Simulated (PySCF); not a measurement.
# Aluminium: the same states on changed settings

One table from this session's results is given with a row withheld; the runs are named, their logs left out.

The numbers are computed with PySCF 2.14.0 (unrestricted determinants in a Gaussian basis, no spin-orbit coupling in the energies), except any that are marked as measured or tabulated.

**The atom as given**

| Property | Result |
| --- | --- |
| Element | aluminium (Z = 13) |
| Basis | x2c-SVPall |
| Hamiltonian | the spin-free X2C one-electron Hamiltonian (Gaussian nucleus) |
| State 1 | Al: [Ne] 3s2 3p1, 2P determinant |
| State 2 | Al⁺: [Ne] 3s2, closed-shell 1S |
| Methods | MP2, CCSD(T) |
| Core shells frozen in the correlated runs | all electrons: nothing (for Al) |

Outer shells as boxes (Hund's rule):

Al [Ne] 3s2 3p1
```
[Ne] core
3s [↑↓]
3p [↑ ][  ][  ]
```

Al+ [Ne] 3s2
```
[Ne] core
3s [↑↓]
```

The sound run (x2c-SVPall, the spin-free X2C one-electron Hamiltonian (Gaussian nucleus), symmetry-adapted start, fine grid, valence correlation) gave:

```
species             method  energy (hartree)
     Al                UHF        -242.21896
     Al              M06-L        -242.69488
     Al             M06-2X        -242.70210
     Al      MP2 (valence)        -242.24801
     Al  CCSD(T) (valence)        -242.26305
    Al⁺                UHF        -242.01507
    Al⁺              M06-L        -242.48025
    Al⁺             M06-2X        -242.49036
    Al⁺      MP2 (valence)        -242.04050
    Al⁺  CCSD(T) (valence)        -242.05316
```

One driver process ran all states and methods and kept the integrals in memory. Each run is shown as a PySCF script that sums up its settings (the driver passes frozen orbitals as a list and adds second-order terms of double hybrids); the logs are those of the runs themselves. The driver starts from symmetry-adapted Hartree-Fock orbitals, holds the occupation by maximum overlap and uses a logarithmic radial grid for functionals, so a plain start would take other cycles.

The first run:

It was started by

```
OMP_NUM_THREADS=1 python atomrun2.py TASK.json OUT
```

Input file input.py:

```python
from pyscf import gto, scf, dft, mp, cc
import basis_set_exchange as bse
mol = gto.M(atom="Al 0 0 0", charge=0, spin=1, symmetry="D2h",
            basis=gto.basis.parse(bse.get_basis("x2c-SVPall", elements=["Al"], fmt="nwchem", header=False)),
            nucmod="G")
mf = scf.UHF(mol).sfx2c1e()
mf.irrep_nelec = {'Ag': (3, 3), 'B1u': (1, 1), 'B2u': (2, 1), 'B3u': (1, 1)}
mf.kernel()
mp.UMP2(mf, frozen=0).kernel()
```

Input file input.py:

```python
from pyscf import gto, scf, dft, mp, cc
import basis_set_exchange as bse
mol = gto.M(atom="Al 0 0 0", charge=0, spin=1, symmetry="D2h",
            basis=gto.basis.parse(bse.get_basis("x2c-SVPall", elements=["Al"], fmt="nwchem", header=False)),
            nucmod="G")
mf = scf.UHF(mol).sfx2c1e()
mf.irrep_nelec = {'Ag': (3, 3), 'B1u': (1, 1), 'B2u': (2, 1), 'B3u': (1, 1)}
mf.kernel()
mycc = cc.CCSD(mf, frozen=0).run()
mycc.ccsd_t()
```

Among the steps run: Changed run, Al: the ladder of methods; Changed run, Al⁺, method by method.

One table of the session follows, with a row left open; its other results are not shown here.

Ionisation energy of Al:

```
 method  sound run (eV)
    UHF           5.548
    MP2           5.647
SCS-MP2               ?
   CCSD           5.696
CCSD(T)           5.711
```

Estimate the missing values for SCS-MP2.

The run gave: sound run (eV): 5.626. In the column «sound run (eV)» it lies between UHF (5.548) and MP2 (5.647).
